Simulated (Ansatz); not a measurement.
## VCrC2 in Ansatz: the effect of Hubbard term

The system is VCrC2.

```xyz
4
Lattice="1.4606 0.8433 4.7394 -1.4606 0.8433 4.7394 0.0000 -1.6866 4.7394" Properties=species:S:1:pos:R:3 pbc="T T T"
Cr    0.0000    0.0000    7.1091
V     0.0000    0.0000    0.0000
C     0.0000    0.0000    3.5369
C     0.0000    0.0000   10.6813
```

The cell comes from a database or a generator and needn't be the stable form of this composition.

Alike in all runs:

* Program: Ansatz 0.2.0
* Task: band structure
* Functional: PBE
* Potentials or basis: Ansatz PAW
* Cutoff: 420 eV (not typed: the program's choice for these potentials)
* k mesh: 11 × 11 × 11
* Occupations: fermi-dirac, width 0.05 eV
* Spin: collinear spin, ferromagnetic start
* Starting moments: [3.0, 2.0, 0.0, 0.0] μB
* Path: [["G", "L", "B1"], ["B", "Z", "G", "X"], ["Q", "F", "P1", "Z"], ["L", "P"]]
* Points for each segment of the path: 14
* Hubbard projectors: ortho-atomic (the default)
* Double counting: fll (the default)

| Hubbard term | pressure (GPa) | moment (μB) | largest force (eV/Å) |
| --- | --- | --- | --- |
| none | 0.4 | 1.09 | 0.02 |
| Cr d U = 1 eV, V d U = 1 eV | 6.0 | 1.58 | 0.21 |
| Cr d U = 2 eV, V d U = 2 eV | 10.1 | 1.70 | 0.46 |
| Cr d U = 3 eV, V d U = 3 eV | ? | ? | ? |

Question: What does the run with Hubbard term Cr d U = 3 eV, V d U = 3 eV give?

Answer: Pressure 14.7 GPa; moment 2.58 μB; largest force 0.85 eV/Å.

Worked out: A straight line through the other rows of the pressure, of slope 4.85 GPa per eV, extrapolates to 15.2 GPa, against the run's 14.7. The moment follows no smooth curve through the other rows. A straight line through the other rows of the largest force, of slope 0.22 eV/Å per eV, extrapolates to 0.67 eV/Å, against the run's 0.85. The fit is too stiff a form for this range.

Caveats: the magnetic or orbital state may not be the lowest (some runs); the U is typed as a test and isn't derived for this compound (some runs); the starting moments weren't kept (some runs).
